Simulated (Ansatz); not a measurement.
# BBrH4Si: shape, modes and thermochemistry

The task is to find a stationary geometry of BBrH4Si, then compute its harmonic vibrations to see whether it is a minimum and to get the zero-point energy and entropy, and look at its orbitals and charge.

Computed with Ansatz 0.2.0, Gaussian basis. Level: RKS PBE0-D4/def2-TZVP.

Plan: relaxation at PBE-D4/def2-SVP; relaxation at PBE0-D4/def2-TZVP; harmonic vibrations at the same level; a single point in def2-TZVPP for the fields.

### Step 1. Where the work starts

SMILES `B[SiH2]Br`, 7 atoms, charge 0, spin multiplicity 1.

Atoms are counted from 1 here; the program's logs count them from 0.

Bond lengths: B1–Si2 1.889 Å, B1–H4 1.125 Å, B1–H5 1.240 Å, Si2–Br3 2.243 Å, Si2–H6 1.480 Å, Si2–H7 1.494 Å. Angles: Si2–B1–H4 122.2°, Si2–B1–H5 120.2°, H4–B1–H5 117.6°, B1–Si2–Br3 107.6°, B1–Si2–H6 110.6°, B1–Si2–H7 110.1°, Br3–Si2–H6 110.3°, Br3–Si2–H7 109.6°, H6–Si2–H7 108.6°.

Coordinates:

```mol
BBrH4Si
  3D, bonds by distance, orders not assigned

  7  6  0  0  0  0  0  0  0  0999 V2000
   -0.9246    0.0903   -0.6755 B   0  0
    0.6196    0.0718    0.4118 Si  0  0
    0.9795   -2.0498    1.0430 Br  0  0
   -1.4956   -0.8470   -0.9212 H   0  0
   -1.3457    1.1582   -1.1442 H   0  0
    0.4309    0.9359    1.5990 H   0  0
    1.7971    0.5726   -0.3585 H   0  0
  1  2  8  0
  2  3  8  0
  1  4  8  0
  1  5  8  0
  2  6  8  0
  2  7  8  0
M  END
```

The start is a force-field geometry with small random shifts, so a cheaper pass at PBE-D4/def2-SVP comes first.

### Step 2. Relaxation at PBE-D4/def2-SVP (cheap first pass)

The input, in.yaml:

```yaml
crystal:
  periodic: [false, false, false]
  atoms:
    - {symbol: B, position_ang: [-0.924600, 0.090300, -0.675500]}
    - {symbol: Si, position_ang: [0.619600, 0.071800, 0.411800]}
    - {symbol: Br, position_ang: [0.979500, -2.049800, 1.043000]}
    - {symbol: H, position_ang: [-1.495600, -0.847000, -0.921200]}
    - {symbol: H, position_ang: [-1.345700, 1.158200, -1.144200]}
    - {symbol: H, position_ang: [0.430900, 0.935900, 1.599000]}
    - {symbol: H, position_ang: [1.797100, 0.572600, -0.358500]}
basis:
  gaussian: {orbitals: def2-SVP}
hamiltonian: {xc: pbe, dispersion: d4}
relax: {f_tol: 0.03, max_steps: 200}
```

Started as:

```sh
> ansatz run in.yaml --threads 2 --pin off --events-out ev --progress --plain --max-ram 4352MiB
```

Log, shortened:

```text
Functional definition: PBE
  name "PBE"
  cite "Perdew, Burke & Ernzerhof, Phys. Rev. Lett. 77, 3865 (1996) doi:10.1103/PhysRevLett.77.3865"
  parent pbe
[...]
927 factors; their error is unknown
[...]
mean field -78637.36196143 eV, -2889.8697497642 hartree, gradient 4.8e-5 eV, S^2 0.000000; 0 other end points of the search recorded, 0 dependent functions left out
[...]
reference -78637.36199442 eV, -2889.8697509764 hartree; 29, 29 occupied and 55, 55 virtual orbitals, 927 factors
relax step   1: F+E_penalty+E_count = -78637.50105496 eV  Δ(F+E_penalty+E_count) = +0.000e0 eV  max|allowed force component| = 2.613e0 eV/Å  Δτ_max = 0.0000 Å  (23 SCF iters, accepted)
[...]
relax step   6: F+E_penalty+E_count = -78637.77325238 eV  Δ(F+E_penalty+E_count) = +6.922e-4 eV  max|allowed force component| = 8.246e-2 eV/Å  Δτ_max = 0.0169 Å  (27 SCF iters, rejected (line search))
[...]
relax step   7: F+E_penalty+E_count = -78637.77419970 eV  Δ(F+E_penalty+E_count) = -2.551e-4 eV  max|allowed force component| = 3.958e-3 eV/Å  Δτ_max = 0.0076 Å  (27 SCF iters, accepted)
927 factors; their error is unknown
[...]
mean field -78637.63976087 eV, -2889.8799587052 hartree, gradient 6.6e-6 eV, S^2 0.000000; 1 other end points of the search recorded, 0 dependent functions left out
[...]
reference -78637.63979496 eV, -2889.8799599583 hartree; 29, 29 occupied and 55, 55 virtual orbitals, 927 factors
Total energy: -78637.77423380 eV, -2889.8849004943 hartree
Atom 0 at    -1.002004     0.116730    -0.734124 Å, force    -0.003958    -0.000147    -0.002684 eV/Å
Atom 1 at     0.637318     0.031685     0.426950 Å, force     0.001856     0.000180     0.000519 eV/Å
Atom 2 at     1.139660    -2.040308     1.157986 Å, force     0.000287     0.002165    -0.000312 eV/Å
Atom 3 at    -1.662841    -0.853139    -1.043572 Å, force     0.000860    -0.000236     0.001145 eV/Å
Atom 4 at    -1.342298     1.209659    -1.150262 Å, force    -0.000315     0.000872    -0.000645 eV/Å
Atom 5 at     0.462236     0.915961     1.636815 Å, force     0.000959    -0.001593     0.000207 eV/Å
Atom 6 at     1.829130     0.551413    -0.339393 Å, force     0.000312    -0.001240     0.001770 eV/Å
Dipole moment:    -0.144799     0.259632    -0.147979 e Å
```

Run time: 9 s. Hardware: 2 threads of Arm Neoverse V2, shared host.

The steps of the relaxation: (the energy doesn't fall at every step)

```
step  energy from step 1 (eV)  largest force component (eV/Å)
   1                   0.0000                          2.6133
   2                  -0.2381                          0.6854
   3                  -0.2217                          0.9338
   4                  -0.2715                          0.0944
   5                  -0.2729                          0.0323
   6                  -0.2722                          0.0825
   7                  -0.2731                          0.0040
```

Distances of close pairs at the start and the end, largest changes first:

```
   bond  before (Å)  after (Å)  change (Å)
 B1–Si2       1.889      2.011      +0.122
  B1–H4       1.125      1.214      +0.089
 Si2–H6       1.480      1.509      +0.028
  B1–H5       1.240      1.218      -0.022
 Si2–H7       1.494      1.509      +0.016
Si2–Br3       2.243      2.254      +0.011
```

### Step 3. Optimising with PBE0-D4/def2-TZVP

The input, in.yaml:

```yaml
crystal:
  periodic: [false, false, false]
  atoms:
    - {symbol: B, position_ang: [-1.002004, 0.116730, -0.734124]}
    - {symbol: Si, position_ang: [0.637318, 0.031685, 0.426950]}
    - {symbol: Br, position_ang: [1.139660, -2.040308, 1.157986]}
    - {symbol: H, position_ang: [-1.662841, -0.853139, -1.043572]}
    - {symbol: H, position_ang: [-1.342298, 1.209659, -1.150262]}
    - {symbol: H, position_ang: [0.462236, 0.915961, 1.636815]}
    - {symbol: H, position_ang: [1.829130, 0.551413, -0.339393]}
basis:
  gaussian: {orbitals: def2-TZVP}
hamiltonian: {xc: pbe0, dispersion: d4}
relax: {f_tol: 0.005, max_steps: 150}
```

Same command.

Log, shortened:

```text
Functional definition: PBE0
  name "PBE0"
  cite "Adamo & Barone, J. Chem. Phys. 110, 6158 (1999) doi:10.1063/1.478522"
  cite "Perdew, Burke & Ernzerhof, Phys. Rev. Lett. 77, 3865 (1996) doi:10.1103/PhysRevLett.77.3865"
  parent pbe
[...]
1026 factors; their error is unknown
[...]
mean field -78653.33008112 eV, -2890.4565673390 hartree, gradient 3.6e-5 eV, S^2 0.000000; 0 other end points of the search recorded, 0 dependent functions left out
[...]
reference -78653.33011307 eV, -2890.4565685133 hartree; 29, 29 occupied and 111, 111 virtual orbitals, 1026 factors
relax step   1: F+E_penalty+E_count = -78653.44435307 eV  Δ(F+E_penalty+E_count) = +0.000e0 eV  max|allowed force component| = 4.302e-1 eV/Å  Δτ_max = 0.0000 Å  (26 SCF iters, accepted)
[...]
reference -78653.35310119 eV, -2890.4574133112 hartree; 29, 29 occupied and 111, 111 virtual orbitals, 1026 factors
Total energy: -78653.46800900 eV, -2890.4616360955 hartree
Atom 0 at    -0.998019     0.119913    -0.732117 Å, force     0.000123    -0.001825     0.000363 eV/Å
Atom 1 at     0.637224     0.041457     0.423948 Å, force    -0.000675    -0.000692    -0.000718 eV/Å
Atom 2 at     1.126251    -2.014006     1.140792 Å, force    -0.000054     0.000137    -0.000201 eV/Å
Atom 3 at    -1.643468    -0.839363    -1.025137 Å, force     0.001148     0.001442     0.001109 eV/Å
Atom 4 at    -1.339145     1.188093    -1.149729 Å, force    -0.001527     0.000981    -0.001539 eV/Å
Atom 5 at     0.459226     0.897329     1.627841 Å, force     0.000075    -0.000075     0.000753 eV/Å
Atom 6 at     1.819133     0.538579    -0.331198 Å, force     0.000911     0.000032     0.000233 eV/Å
Dipole moment:    -0.150956     0.270020    -0.154168 e Å
```

Run time: 18 s. Hardware: 2 threads of Arm Neoverse V2, shared host.

Step by step:

```
step  energy from step 1 (eV)  largest force component (eV/Å)
   1                   0.0000                          0.4302
   2                  -0.0217                          0.1231
   3                  -0.0235                          0.0176
   4                  -0.0236                          0.0058
   5                  -0.0236                          0.0018
```

Close pairs (by a distance rule), those that changed most:

```
   bond  before (Å)  after (Å)  change (Å)
Si2–Br3       2.254      2.231      -0.023
  B1–H5       1.218      1.197      -0.021
 Si2–H7       1.509      1.488      -0.021
 Si2–H6       1.509      1.488      -0.021
  B1–H4       1.214      1.193      -0.021
 B1–Si2       2.011      2.004      -0.006
```

Mulliken charges at the end point, from the run's report:

```
atom  value (e)
  B1      -0.04
 Si2       0.18
 Br3      -0.24
  H4       0.05
  H5       0.04
  H6       0.00
  H7       0.00
```

### Step 4. Harmonic vibrations

The input, in.yaml:

```yaml
crystal:
  periodic: [false, false, false]
  atoms:
    - {symbol: B, position_ang: [-0.998019, 0.119913, -0.732117]}
    - {symbol: Si, position_ang: [0.637224, 0.041457, 0.423948]}
    - {symbol: Br, position_ang: [1.126251, -2.014006, 1.140792]}
    - {symbol: H, position_ang: [-1.643468, -0.839363, -1.025137]}
    - {symbol: H, position_ang: [-1.339145, 1.188093, -1.149729]}
    - {symbol: H, position_ang: [0.459226, 0.897329, 1.627841]}
    - {symbol: H, position_ang: [1.819133, 0.538579, -0.331198]}
basis:
  gaussian: {orbitals: def2-TZVP}
hamiltonian: {xc: pbe0, dispersion: d4}
phonons: {temperatures: {t_min: 298.15, t_max: 900, t_step: 200}}
```

The command is unchanged.

Log, shortened:

```text
Functional definition: PBE0
  name "PBE0"
  cite "Adamo & Barone, J. Chem. Phys. 110, 6158 (1999) doi:10.1063/1.478522"
  cite "Perdew, Burke & Ernzerhof, Phys. Rev. Lett. 77, 3865 (1996) doi:10.1103/PhysRevLett.77.3865"
  parent pbe
[...]
1026 factors; their error is unknown
[...]
mean field -78653.35306955 eV, -2890.4574121485 hartree, gradient 3.4e-5 eV, S^2 0.000000; 0 other end points of the search recorded, 0 dependent functions left out
[...]
reference -78653.35310138 eV, -2890.4574133182 hartree; 29, 29 occupied and 111, 111 virtual orbitals, 1026 factors
[...]
1026 factors; their error is unknown
mean field -78653.35298166 eV, -2890.4574089185 hartree, gradient 1.9e-6 eV, S^2 0.000000; 0 other end points of the search recorded, 0 dependent functions left out
[...]
reference -78653.35301348 eV, -2890.4574100879 hartree; 29, 29 occupied and 111, 111 virtual orbitals, 1026 factors
[...]
Total energy: -78653.46800920 eV, -2890.4616361026 hartree
Atom 0 at    -0.998019     0.119913    -0.732117 Å, force     0.000117    -0.001806     0.000356 eV/Å
Atom 1 at     0.637224     0.041457     0.423948 Å, force    -0.000676    -0.000681    -0.000707 eV/Å
Atom 2 at     1.126251    -2.014006     1.140792 Å, force    -0.000052     0.000134    -0.000200 eV/Å
Atom 3 at    -1.643468    -0.839363    -1.025137 Å, force     0.001147     0.001438     0.001108 eV/Å
Atom 4 at    -1.339145     1.188093    -1.149729 Å, force    -0.001521     0.000967    -0.001533 eV/Å
Atom 5 at     0.459226     0.897329     1.627841 Å, force     0.000076    -0.000083     0.000742 eV/Å
Atom 6 at     1.819133     0.538579    -0.331198 Å, force     0.000910     0.000031     0.000232 eV/Å
Dipole moment:    -0.150955     0.270020    -0.154168 e Å
Vibrations: 88.60 152.65 358.45 404.09 584.19 659.19 676.40 830.99 907.43 924.01 1160.76 2210.32 2216.46 2592.33 2689.42 cm⁻¹, zero-point energy 1.020099 eV
```

Wall time 86 s (2 threads of Arm Neoverse V2, shared host).

Motions are named by where the mode's potential energy lies. Wavenumbers, unscaled:

```
mode  cm⁻¹                          motion
   1    89                         torsion
   2   153                            bend
   3   358               bend with torsion
   4   404                   Si–Br stretch
   5   584          bend with Si–B stretch
   6   659          Si–B stretch with bend
   7   676                            bend
   8   831                            bend
   9   907               bend with torsion
  10   924  torsion with out-of-plane bend
  11  1161                            bend
  12  2210                    Si–H stretch
  13  2216                    Si–H stretch
  14  2592                     B–H stretch
  15  2689                     B–H stretch
```

From these modes and the moments of inertia (298.15 K, 1 bar, symmetry number 1):

```
                term            value
   zero-point energy    23.5 kcal/mol
          H(298) − E    27.6 kcal/mol
entropy, translation  168.9 J/(mol K)
   entropy, rotation  107.5 J/(mol K)
  entropy, vibration   42.1 J/(mol K)
      entropy, total  318.5 J/(mol K)
```

### Step 5. Fields at the relaxed geometry

Edit in.yaml of step 4 so:

```diff
@@ -11,4 +11,4 @@
 basis:
-  gaussian: {orbitals: def2-TZVP}
+  gaussian: {orbitals: def2-TZVPP}
 hamiltonian: {xc: pbe0, dispersion: d4}
-phonons: {temperatures: {t_min: 298.15, t_max: 900, t_step: 200}}
+output: {orbitals: {seedname: orbitals}}
```

Launched as before.

Log:

```text
Functional definition: PBE0
  name "PBE0"
  cite "Adamo & Barone, J. Chem. Phys. 110, 6158 (1999) doi:10.1063/1.478522"
  cite "Perdew, Burke & Ernzerhof, Phys. Rev. Lett. 77, 3865 (1996) doi:10.1103/PhysRevLett.77.3865"
  parent pbe
  parameter a = 0.25
  parameter kappa = 0.804
  parameter beta = 0.06672455060314922
  exchange = (1 - a)*pbe_x(kappa = kappa, mu = beta*pi^2/3) + a*exact_x
  correlation = pbe_c(beta = beta)
1109 factors; their error is unknown
mean field evaluation 1: about -78652.0560 eV, gradient 1.7e1 eV
mean field evaluation 2: about -78652.5367 eV, gradient 1.1e1 eV
mean field evaluation 4: about -78652.9277 eV, gradient 8.4e-1 eV
mean field evaluation 8: about -78653.3734 eV, gradient 4.6e-1 eV
mean field evaluation 16: about -78653.3736 eV, gradient 2.2e-5 eV
mean field -78653.37355800 eV, -2890.4581650850 hartree, gradient 2.2e-5 eV, S^2 0.000000; 0 other end points of the search recorded, 0 dependent functions left out
reference -78653.37358960 eV, -2890.4581662465 hartree; 29, 29 occupied and 148, 148 virtual orbitals, 1109 factors
Total energy: -78653.48849742 eV, -2890.4623890309 hartree
```

It took 3 s on 2 threads of Arm Neoverse V2, shared host; peak memory 0.39 GiB.

The fields below are evaluated on a grid from the run's orbitals.

Frontier orbitals at PBE0-D4/def2-TZVPP, with the share of their density that lies nearest to each atom:

```
orbital  energy (eV)                                   lies on
   HOMO        -8.04                Br3 60 %; B1 16 %; Si2 8 %
   LUMO        -2.80  B1 57 %; H4, H5 about 13 % each; Si2 6 %
```

ELF in a plane through or near 5 of the atoms.

Ten even steps from '0' (0.00) to '9' (1.00):
```
0000000000000000000000000000
0000000000000000000000000000
0000000000000000000000000000
0000000000000000000000000000
0000000000000000000210000000
0000000001110000026898500000
0000000012322100169999951000
0000000024421133489999983000
0000000022153178789999983000
0000011121277389636999841000
0012455565242399283564310000
0035777778843588557986300000
0146885234763235799999710000
0146873563464102799999920000
0035773443675100499999810000
0013577768875100179986200000
0001246677764100012210000000
0000012345431000000000000000
0000000011100000000000000000
0000000000000000000000000000
```
The map spans 9.2 Å across and 8.4 Å up, centred on the molecule. Atoms in the plane (x, y in Å): B1 (1.2, -0.2), Si2 (-0.7, 0.2), Br3 (-2.0, -1.6), H4 (1.7, -1.3), H5 (2.0, 0.8).

On the surface of density 0.002 e/bohr³ the electrostatic potential runs, from the 1st to the 99th percentile, from -0.47 V near Br3 to 1.96 V near B1.

### Step 6. Outcome

| quantity | value |
| --- | --- |
| point group | Cs |
| steps | 7 + 5 |
| shift from the start (rms) | 0.109 Å |
| total energy | -78653.4680 eV |
| dispersion term | -115 meV |
| dipole moment | 1.66 D |
| lowest, highest wavenumber | 89, 2689 cm⁻¹ |
| zero-point energy | 23.5 kcal/mol |
| entropy at 298.15 K | 318.5 J/(mol K) |
| HOMO, LUMO | -8.04, -2.80 eV |

**Reading.** The relaxed geometry lies 0.11 Å (rms) from the start; the bond that changed most is B1–Si2, from 1.889 to 2.004 Å. All wavenumbers are real, so the end point is a minimum. The stiffest mode, 2689 cm⁻¹, is a B–H stretch, and 2 modes under 200 cm⁻¹ make the vibrational entropy uncertain. Harmonic hybrid wavenumbers usually lie a few per cent above measured fundamentals. The largest Mulliken charge, -0.24 e, sits on Br3. The HOMO lies mostly on Br3 60 %; B1 16 % and the LUMO on B1 57 %; H4, H5 about 13 % each.
